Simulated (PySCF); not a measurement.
# LiBr at other levels of theory

Starting from one script, swap the method and compare what comes out for LiBr.

Method: each script names its method and basis; program: PySCF 2.14.0.

3 further runs of the same task are left out: 3 that didn't finish.

### Step 1. The system as given

LiBr: 2 atoms, charge 0, spin multiplicity 1.

Bond lengths: Li1–Br2 2.344 Å.

### Step 2. The base run

Input file input.py:

```python
from pyscf import gto, scf, mcscf

mol = gto.M(
    atom='Li 0 0 0; Br 0 0 2.344',
    basis='jorge-dzp',
    charge=0,
    spin=0,
    verbose=4,
)
mf = scf.ROHF(mol)
mf.kernel()
mc = mcscf.CASSCF(mf, 8, 6)
mc.kernel()
mc.analyze()
mf.dip_moment()
print('orbital energies (hartree):', mf.mo_energy[..., max(0, mol.nelec[1]-3):mol.nelec[0]+3].round(4))
```

Run with:

```console
> OMP_NUM_THREADS=1 python input.py
```

### Step 3. Wb97 (ROKS)

Run 1 changes functional: none (Hartree–Fock) → wb97; SCF type: ROHF → ROKS; step after the SCF: casscf → analyze.

Input file input.py:

```python
from pyscf import gto, dft

mol = gto.M(
    atom='Li 0 0 0; Br 0 0 2.344',
    basis='jorge-dzp',
    charge=0,
    spin=0,
    verbose=4,
)
mf = dft.ROKS(mol, xc='wb97')
mf.kernel()
mf.analyze()
print('orbital energies (hartree):', mf.mo_energy[..., max(0, mol.nelec[1]-3):mol.nelec[0]+3].round(4))
```

### Step 4. Stability test (UHF)

Run 2 changes step after the SCF: casscf → stability; SCF type: ROHF → UHF.

Input file input.py:

```python
from pyscf import gto, scf

mol = gto.M(
    atom='Li 0 0 0; Br 0 0 2.344',
    basis='jorge-dzp',
    charge=0,
    spin=0,
    verbose=4,
)
mf = scf.UHF(mol)
mf.kernel()
mf.stability(internal=True, external=True)
mf.dip_moment()
print('orbital energies (hartree):', [e[max(0, n-3):n+3].round(4) for e, n in zip(mf.mo_energy, mol.nelec)])
```

### Step 5. B3pw91 (ROKS)

Run 3 changes functional: none (Hartree–Fock) → b3pw91; SCF type: ROHF → ROKS; step after the SCF: casscf → analyze.

Input file input.py:

```python
from pyscf import gto, dft

mol = gto.M(
    atom='Li 0 0 0; Br 0 0 2.344',
    basis='jorge-dzp',
    charge=0,
    spin=0,
    verbose=4,
)
mf = dft.ROKS(mol, xc='b3pw91')
mf.kernel()
mf.analyze()
print('orbital energies (hartree):', mf.mo_energy[..., max(0, mol.nelec[1]-3):mol.nelec[0]+3].round(4))
```

### Step 6. Mn15 (ROKS)

Run 4 changes functional: none (Hartree–Fock) → mn15; SCF type: ROHF → ROKS; step after the SCF: casscf → analyze.

Input file input.py:

```python
from pyscf import gto, dft

mol = gto.M(
    atom='Li 0 0 0; Br 0 0 2.344',
    basis='jorge-dzp',
    charge=0,
    spin=0,
    verbose=4,
)
mf = dft.ROKS(mol, xc='mn15')
mf.kernel()
mf.analyze()
print('orbital energies (hartree):', mf.mo_energy[..., max(0, mol.nelec[1]-3):mol.nelec[0]+3].round(4))
```

Before running it: what results should come out? Wanted: for each run, E(SCF); from base; gap; SCF dipole; after the SCF.

**Answer**, as computed:

```csv
run,E(SCF) (hartree),from base (eV),cycles,gap (eV),SCF dipole (D),after the SCF
base,-2579.865185,0,9,n/a,8.27,CASSCF correlation -0.818 eV
wb97 (ROKS),-2581.810491,not comparable,9,n/a,8.00,n/a
stability test (UHF),-2579.865185,0.0000,11,8.81,8.27,stable
b3pw91 (ROKS),-2581.679100,not comparable,8,n/a,7.76,n/a
mn15 (ROKS),-2582.207748,not comparable,9,n/a,7.81,n/a
```

In words: A lower total energy from another functional means nothing by itself.
